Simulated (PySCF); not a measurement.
# BrF (bromine fluoride) at wB97X/cc-pVTZ

Aim: the vertical ionisation energy of BrF (bromine fluoride) at wB97X/cc-pVTZ, from 2 runs. The job is set up through a Python script.

Program for the calculation: PySCF 2.14.0.

7 further runs of the same task are left out: 7 set aside as unsound or not needed.

### 1 The molecule

BrF: 2 atoms, total charge 0, spin state singlet. As SMILES, `FBr`. The shape is that of a GFN2-xTB optimisation.

Bond lengths: F1–Br2 1.800 Å.

### 2 The energy at wB97X/cc-pVTZ

Contents of input.py:

```python
from pyscf import gto, dft

mol = gto.M(
    atom='''
F    0.000000   0.000000   0.000000
Br   0.000000   0.000000   1.799940
''',
    charge=0,
    verbose=4,
    basis='cc-pvtz',
    max_memory=1860,
)

mf = dft.RKS(mol)
mf.xc = 'wb97x'
mf.conv_tol = 1e-10
mf.grids.level = 5
mf.kernel()
if not mf.converged:
    mf = mf.newton().run(mf.mo_coeff, mf.mo_occ)

e_final = mf.e_tot
print(f'total energy: {e_final:.8f} hartree')
```

Run with:

```bash
OMP_NUM_THREADS=1 python input.py
```

The program printed:

```text
PySCF version 2.14.0

[INPUT] num. atoms = 2
[INPUT] num. electrons = 44
[INPUT] charge = 0
[INPUT] spin (= nelec alpha-beta = 2S) = 0
[INPUT] symmetry False subgroup None
[INPUT] Mole.unit = angstrom
[INPUT] Symbol           X                Y                Z      unit          X                Y                Z       unit  Magmom
[INPUT]  1 F      0.000000000000   0.000000000000   0.000000000000 AA    0.000000000000   0.000000000000   0.000000000000 Bohr   0.0
[INPUT]  2 Br     0.000000000000   0.000000000000   1.799940000000 AA    0.000000000000   0.000000000000   3.401393640650 Bohr   0.0

nuclear repulsion = 92.6090988809627
number of shells = 19
number of NR pGTOs = 153
number of NR cGTOs = 73
basis = cc-pvtz
ecp = {}

******** <class 'pyscf.dft.rks.RKS'> ********
method = RKS
initial guess = minao
damping factor = 0
level_shift factor = 0
DIIS = <class 'pyscf.scf.diis.CDIIS'>
diis_start_cycle = 1
diis_space = 8
diis_damp = 0
SCF conv_tol = 1e-10
SCF conv_tol_grad = None
SCF max_cycles = 50
direct_scf = True
direct_scf_tol = 1e-13
XC library pyscf.dft.libxc version 7.0.0
    S. Lehtola, C. Steigemann, M. J.T. Oliveira, and M. A.L. Marques.,  SoftwareX 7, 1–5 (2018)
XC functionals = wb97x
radial grids:
    Treutler-Ahlrichs [JCP 102, 346 (1995); DOI:10.1063/1.469408] (M4) radial grids

becke partition: Becke, JCP 88, 2547 (1988); DOI:10.1063/1.454033
pruning grids: <function nwchem_prune>
grids dens level: 5
symmetrized grids: False
atomic radii adjust function: <function treutler_atomic_radii_adjust>
small_rho_cutoff = 0
Set gradient conv threshold to 1e-05
Initial guess from minao.
tot grids = 88616
init E= -2672.96293385391
  HOMO = -0.355758043446344  LUMO = -0.187492834846518  gap/eV = 4.57873
cycle= 1 E= -2673.98696984262  delta_E= -1.02  |g|= 0.475  |ddm|= 1.29
  HOMO = -0.414620997629929  LUMO = -0.054332058920556  gap/eV = 9.80396
cycle= 2 E= -2673.98118194334  delta_E= 0.00579  |g|= 0.544  |ddm|= 0.427
  HOMO = -0.422962069925055  LUMO = -0.0582169735320885  gap/eV = 9.92522
cycle= 3 E= -2674.02156181971  delta_E= -0.0404  |g|= 0.0778  |ddm|= 0.22
  HOMO = -0.416369662197437  LUMO = -0.0464045939620608  gap/eV = 10.06726
cycle= 4 E= -2674.02237947354  delta_E= -0.000818  |g|= 0.0105  |ddm|= 0.0335
  HOMO = -0.417236650359409  LUMO = -0.0462093717902441  gap/eV = 10.09617
cycle= 5 E= -2674.02240630104  delta_E= -2.68e-05  |g|= 0.00295  |ddm|= 0.00904
  HOMO = -0.417171757012006  LUMO = -0.0460870535140323  gap/eV = 10.09773
cycle= 6 E= -2674.02240842433  delta_E= -2.12e-06  |g|= 0.000669  |ddm|= 0.00265
  HOMO = -0.417157277650616  LUMO = -0.0460746556187441  gap/eV = 10.09767
cycle= 7 E= -2674.02240864435  delta_E= -2.2e-07  |g|= 0.000183  |ddm|= 0.000946
  HOMO = -0.417159978456818  LUMO = -0.0460693769721789  gap/eV = 10.09789
cycle= 8 E= -2674.02240865658  delta_E= -1.22e-08  |g|= 5.34e-05  |ddm|= 0.000206
  HOMO = -0.417162608158754  LUMO = -0.0460688565612006  gap/eV = 10.09798
cycle= 9 E= -2674.02240865749  delta_E= -9.16e-10  |g|= 7.35e-06  |ddm|= 6.15e-05
  HOMO = -0.417161781471541  LUMO = -0.0460683506979809  gap/eV = 10.09797
cycle= 10 E= -2674.02240865751  delta_E= -1.86e-11  |g|= 1.02e-06  |ddm|= 7.01e-06
  HOMO = -0.417161950535918  LUMO = -0.0460684473374879  gap/eV = 10.09797
Extra cycle  E= -2674.0224086575  delta_E= 7.28e-12  |g|= 1.22e-06  |ddm|= 1.21e-06
converged SCF energy = -2674.0224086575
total energy: -2674.02240866 hartree
```

Run time: 9.9 s. Hardware: 1 thread of Intel Xeon 6975P-C (Granite Rapids), shared host; peak memory 0.34 GiB.

### 3 The doublet cation at the same level

Contents of calc.py:

```python
from pyscf import gto, dft

mol = gto.M(
    atom='F 0.000000 0.000000 0.000000; Br 0.000000 0.000000 1.799940',
    basis='cc-pvtz',
    max_memory=1860,
    spin=1,
    charge=1,
    verbose=3,
)

ks = dft.UKS(mol, xc='wb97x')
ks.grids.level = 5
ks.conv_tol = 1e-10
ks.kernel()
if not ks.converged:
    ks = ks.newton().run(ks.mo_coeff, ks.mo_occ)

energy = ks.e_tot
print('E = %.10f Eh' % energy)
```

Run with:

```bash
OMP_NUM_THREADS=1 python calc.py
```

The program printed:

```text
WARN: HOMO -0.35575804344635 >= LUMO -0.355758043446353

converged SCF energy = -2673.58425777516  <S^2> = 0.75332406  2S+1 = 2.0033213
E = -2673.5842577752 Eh
```

It took 15 s on 1 thread of Intel Xeon 6975P-C (Granite Rapids), shared host; peak memory 0.35 GiB.

### 4 Outcome

At wB97X/cc-pVTZ:

| quantity | value |
| --- | --- |
| singlet BrF: total energy | -2674.02241 Eh |
| singlet BrF: dipole moment | 1.60 D |
| singlet BrF: HOMO energy | -11.35 eV |
| singlet BrF: LUMO energy | -1.25 eV |
| singlet BrF: HOMO–LUMO gap | 10.10 eV |
| doublet cation: total energy | -2673.58426 Eh |
| doublet cation: HOMO energy (highest over α and β) | -20.09 eV |
| doublet cation: LUMO energy (lowest over α and β) | -12.62 eV |
| doublet cation: ⟨S²⟩ | 0.753 |
| vertical ionisation energy (to the doublet cation) | 11.923 eV |

The vertical ionisation energy comes to 11.92 eV (275 kcal/mol). −ε(HOMO) before ionisation, 11.35 eV, is 0.57 eV below this ionisation energy.
